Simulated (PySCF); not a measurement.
**PIr⁻ at other levels of theory**

Starting from one script, swap the method and compare what comes out for PIr⁻.

Program: PySCF 2.14.0. Level of theory: method and basis as typed in the scripts. These are calculated values, not measurements.

1 further run of the same task is left out (it didn't finish).

## (1) The system as given

PIr⁻: 2 atoms, charge -1, spin multiplicity 2.

Bond lengths: P1–Ir2 2.115 Å.

## (2) The run that the others are compared with

input.py reads:

```python
from pyscf import gto, scf
from pyscf.geomopt.geometric_solver import optimize

mol = gto.M(
    atom='P 0 0 0; Ir 0 0 2.115',
    basis='def2-svpd',
    ecp={'Ir': 'def2-svpd'},
    charge=-1,
    spin=1,
    verbose=4,
)
mf = scf.UHF(mol)
mf = mf.newton()
mf.kernel()
mol_eq = optimize(mf, maxsteps=30)
print('optimised geometry (angstrom)')
print(mol_eq.tostring('raw'))
print('orbital energies (hartree):', [e[max(0, n-3):n+3].round(4) for e, n in zip(mf.mo_energy, mol.nelec)])
```

Launch:

```
> python input.py
```

## (3) MP2

Variant 1 changes step after the SCF: optimize → mp2.

input.py reads:

```python
from pyscf import gto, scf, mp

mol = gto.M(
    atom='P 0 0 0; Ir 0 0 2.115',
    basis='def2-svpd',
    ecp={'Ir': 'def2-svpd'},
    charge=-1,
    spin=1,
    verbose=4,
)
mf = scf.UHF(mol)
mf = mf.newton()
mf.kernel()
mp.MP2(mf).kernel()
mf.dip_moment()
print('orbital energies (hartree):', [e[max(0, n-3):n+3].round(4) for e, n in zip(mf.mo_energy, mol.nelec)])
```

## (4) MP2

Variant 2 changes step after the SCF: optimize → mp2; frozen orbitals: none → 5.

input.py reads:

```python
from pyscf import gto, scf, mp

mol = gto.M(
    atom='P 0 0 0; Ir 0 0 2.115',
    basis='def2-svpd',
    ecp={'Ir': 'def2-svpd'},
    charge=-1,
    spin=1,
    verbose=4,
)
mf = scf.UHF(mol)
mf = mf.newton()
mf.kernel()
mp.MP2(mf, frozen=5).kernel()
mf.dip_moment()
print('orbital energies (hartree):', [e[max(0, n-3):n+3].round(4) for e, n in zip(mf.mo_energy, mol.nelec)])
```

## (5) Frequency run

Variant 3 changes step after the SCF: optimize → frequency.

input.py reads:

```python
from pyscf import gto, scf
from pyscf.hessian import thermo

mol = gto.M(
    atom='P 0 0 0; Ir 0 0 2.115',
    basis='def2-svpd',
    ecp={'Ir': 'def2-svpd'},
    charge=-1,
    spin=1,
    verbose=4,
)
mf = scf.UHF(mol)
mf = mf.newton()
mf.kernel()
hess = mf.Hessian().kernel()
print('wavenumber (cm^-1) =', thermo.harmonic_analysis(mol, hess)['freq_wavenumber'].round(1))
mf.dip_moment()
print('orbital energies (hartree):', [e[max(0, n-3):n+3].round(4) for e, n in zip(mf.mo_energy, mol.nelec)])
```

**Question.** What will these runs give? Wanted: for each run, E(SCF); from base; gap, α spin; after the SCF.

The runs gave:

```csv
run,E(SCF) (hartree),from base (eV),cycles,"gap, α spin (eV)",after the SCF
base,-444.050551,0,7 macro,7.09,"bond 2.398 Å, -0.404 eV"
MP2,-444.050551,0.0000,7 macro,7.09,MP2 correlation -12.383 eV
MP2,-444.050551,0.0000,7 macro,7.09,"MP2 correlation -12.123 eV, core frozen"
frequency run,-444.050551,0.0000,7 macro,7.09,highest mode 467 cm⁻¹
```

SCF columns refer to the geometry typed in the script.

What this shows: Total energies from different bases, Hamiltonians or methods carry different errors, so properties are taken as differences within one set-up.
